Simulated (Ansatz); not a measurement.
Working through a phonon calculation by linear response of ZrB2, space group P6/mmm

Program: the Ansatz DFT code, driven from Python.

Notebook, run cell by cell (the value of a cell's last expression is shown):

**Cell 1**
```python
from pathlib import Path
import warnings

import ansatz as az
import numpy as np
```

**Cell 2**
```python
FUNCTIONAL = "PBE"
DISPERSION = "D3(BJ)"
SMEARING = "fermi_dirac"
KMESH = (12, 12, 10)
```

**Cell 3**
```python
warnings.simplefilter("ignore", az.DeckWarning)

lattice = az.Lattice.of(
    [3.17, 0.0, 0.0],
    [-1.585, 2.745301, 0.0],
    [0.0, 0.0, 3.533],
)
sites = [
    ("Zr", [0.0, 0.0, 0.0]),
    ("B", [1 / 3, 2 / 3, 0.5]),
    ("B", [2 / 3, 1 / 3, 0.5]),
]
crystal = az.Crystal(lattice=lattice)
for symbol, position in sites:
    crystal = crystal.atom(symbol, position)
```

**Cell 4**
```python
crystal.resolved().tree()["lattice"]
```
Output:
```text
((3.17, 0.0, 0.0), (-1.585, 2.745301, 0.0), (0.0, 0.0, 3.533))
```

**Cell 5**
```python
model = (
    crystal.calculation()
    .functional(FUNCTIONAL, dispersion=DISPERSION)
    .occupations(SMEARING, width=100 * az.meV)
    .scf(lower_state_search="off")
    .kpoints(*KMESH)
    .phonons("dfpt", points=[(0, 0, 0), (0, 0, 0.5)])
)
done = model.run(threads=1, runs_dir="runs")
ph = done.phonons
```

**Cell 6**
```python
for q in ph.qpoints:
    print("q =", np.round(q.q_frac, 3), "1/cm:", " ".join(f"{w:.1f}" for w in q.omega_inv_cm))
```
Output:
```text
q = [0. 0. 0.] 1/cm: -0.0 -0.0 0.0 450.3 450.3 471.0 549.4 764.9 764.9
q = [0.  0.  0.5] 1/cm: 209.9 209.9 238.7 404.9 404.9 494.7 618.2 772.6 772.6
```

The settings weren't tested for convergence. The cell isn't relaxed first, so the values belong to this volume. Dispersion corrections can be off by several per cent in the lattices of metals, and by several GPa in the pressure at a fixed cell. The starting cell is as deposited in a crystallographic database; the results hold for this polymorph, which needn't be the stable one. The structure is taken as given; imaginary modes can come from an unrelaxed or unstable start. Phonons of metals also depend on mesh and smearing. Run time: 63 s on 1 thread of Arm Neoverse V1, with other jobs on the host, peak memory 0.67 GiB.
